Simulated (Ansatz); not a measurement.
HPbNO4:

```
H Pb N O
1.0
     4.12040   -0.00081   -0.01120
     0.00404    6.42722    0.05360
     0.02791    3.20707    7.74994
H Pb N O
2 2 2 8
Direct
  0.90366 0.21821 0.48851
  0.40337 0.78177 0.51142
  0.39455 0.30863 0.70725
  0.89489 0.69135 0.29266
  0.63409 0.19990 0.20730
  0.13386 0.80012 0.79275
  0.90829 0.32866 0.54369
  0.53792 0.39076 0.19497
  0.53483 0.11279 0.10602
  0.83718 0.08887 0.32672
  0.40817 0.67132 0.45624
  0.03774 0.60924 0.80520
  0.03429 0.88737 0.89397
  0.33716 0.91101 0.67330
```

The cell was built by a generator and needn't be a form met in nature.

Base run:

```yaml
Program: Ansatz 0.2.0
Functional: r2SCAN
Potentials_or_basis: Ansatz PAW
Cutoff: 500 eV
Density_cutoff: 2000 eV
k_mesh: 7 × 5 × 4
Occupations: fermi-dirac, width 0.05 eV
Spin: no spin polarisation
```

Its results: band gap on the k mesh 3.68 eV, indirect (least direct gap 3.81 eV); pressure -3.3 GPa; largest force 0.658 eV/Å.

Question: The run is repeated on the same cell with these changes: functional from r2SCAN to PBE; cutoff from 500 eV to 420 eV; density cutoff from 2000 eV to 1680 eV. What comes out?

Answer: Band gap on the k mesh 3.30 eV, indirect (least direct gap 3.39 eV); pressure 0.0 GPa; largest force 0.007 eV/Å.

r2SCAN gives the wider gap, since meta-GGAs in the generalised Kohn-Sham scheme recover part of the derivative discontinuity.

Caveats: spin-orbit coupling is left out, which as a rule narrows the gap of such compounds by several tenths of an eV; the PAW data sets come from PBE, with cores solved anew for the run's functional, which leaves a small shift of forces and pressure (some runs); odd divisions of the mesh miss points on the zone boundary, where band edges often lie, so the gap on the mesh can be too wide (some runs).

Not every run made on this cell is shown here.
